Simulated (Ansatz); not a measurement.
# MgSc: a single-point run

The task is a single-point run on MgSc. The structure is shown as the input types it.

Method: DFT, r2SCAN, all-electron PAW with datasets made for the crystal, scalar-relativistic, in Ansatz 0.2.0.

## Step 1: The structure to begin with

It takes space group Pm-3m (No. 221, cubic). The conventional cell has a = 3.598 Å, b = 3.598 Å, c = 3.598 Å, α = 90.00°, β = 90.00°, γ = 90.00°. Mg (site symmetry m-3m) is surrounded by 8 Sc at 3.12 Å. Sc (site symmetry m-3m) is surrounded by 8 Mg at 3.12 Å.

Structure file:

```
Mg Sc
1.0
     3.59849    0.00000    0.00000
     0.00000    3.59849    0.00000
     0.00000    0.00000    3.59849
Mg Sc
1 1
Cartesian
  0.0000 0.0000 0.0000
  1.7992 1.7992 1.7992
```

## Step 2: Input and run

Contents of input.yaml:

```yaml
crystal:
  lattice:
    - [3.598487624, 0.0, 0.0]
    - [0.0, 3.598487624, 0.0]
    - [0.0, 0.0, 3.598487624]
  atoms:
    - { symbol: Mg, position: [0.0, 0.0, 0.0] }
    - { symbol: Sc, position: [0.5, 0.5, 0.5] }
kpoints:
  mp_grid: { grid: [12, 12, 12] }
scf:
  occupations: { method: fermi_dirac, width: 0.05 }
  max_iter: 80
hamiltonian:
  xc: r2scan
  pseudopotentials: { kind: all_electron, datasets: crystal }
output:
  forces: true
  stress: true
  eigenvalues: true
  efg: { contact_densities: true }
magnetization:
  spin_polarized: true
  initial_magnetization: 1
```

On the command line:

```bash
ansatz run input.yaml --threads 1 --pin off --max-ram 2048MiB --backend cpu --events-out ev --progress --plain --runs-dir out
```

What happens when this is run?

This run ends as converged, with warnings (crystal datasets made, stability check not made). That alone doesn't make the input a sound one.

In the input, magnetization.spin_polarized is true; magnetization.initial_magnetization is 1. What could go wrong: unphysical spin. The run converged, but that does not make its result sound.

Run again and compare: delete magnetization.spin_polarized and magnetization.initial_magnetization (the default then holds).
